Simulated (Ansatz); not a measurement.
Runs of Ansatz 0.2.0 on Hf2Pd2Se2Br2O3. Symmetry: Cm, No. 8, monoclinic system. Conventional cell: a = 15.354 Å, b = 3.419 Å, c = 13.208 Å, α = 90.00°, β = 107.63°, γ = 90.00°. Hf (site symmetry m) has 3 O at 1.97 to 2.13 Å as nearest neighbours. Hf (site symmetry m) is surrounded by 3 O at 1.87 to 2.09 Å. Pd (site symmetry m) has 2 O at 2.23 Å and 2 Se at 2.41 Å as nearest neighbours. Pd (site symmetry m) has 4 Se at 2.42 to 2.60 Å as nearest neighbours. Se (site symmetry m) is surrounded by 2 Pd at 2.42 Å and 1 Hf at 2.76 Å. Se (site symmetry m) has 4 Pd at 2.41 to 2.60 Å as nearest neighbours. Br (site symmetry m) has 3 Hf at 2.82 to 3.06 Å and 3 O at 3.21 to 3.22 Å as nearest neighbours. Br (site symmetry m) is surrounded by 2 Hf at 2.73 Å. The cell was built by a generator and needn't be a form met in nature.

```csv
task,level,cell,k mesh,points for each segment of the path,gap on the mesh (eV),pressure (GPa),largest force (eV/Å)
single point,PBE,"atoms moved at random, drawn with an rms of 0.05 Å",8 × 8 × 2,-,0.86,1.1,1.94
single point,PBE,as given,8 × 8 × 2,-,0.84,0.0,0.01
band structure,PBE,as given,8 × 8 × 2,10,0.84,0.0,0.01
band structure,revPBE,as given,8 × 8 × 2,10,0.85,1.2,(a)
relaxation of cell and atoms,revPBE,relaxed,6 × 6 × 2,-,0.71,0.0,0.01
```

Alike in all rows: potentials or basis Ansatz PAW; no spin polarisation; cutoff (eV) 420; smearing fermi-dirac 0.05 eV.

Problem. Estimate the missing entries.

Solution. (a) 0.18.

Caveats: spin-orbit coupling is left out, which moves the levels of the heavy elements; the k mesh misses the band edges, so the gap on the mesh is wider than the one along the path (some runs); the PAW data sets come from PBE, with cores solved anew for the run's functional, which leaves a small shift of forces and pressure (some runs); the plane-wave basis is chosen anew once the cell has moved, so the energies of steps on either side of that aren't comparable (some runs).

A k mesh can miss the band edges, and the runs leave out spin-orbit coupling on Br, Hf, Pd, Se.
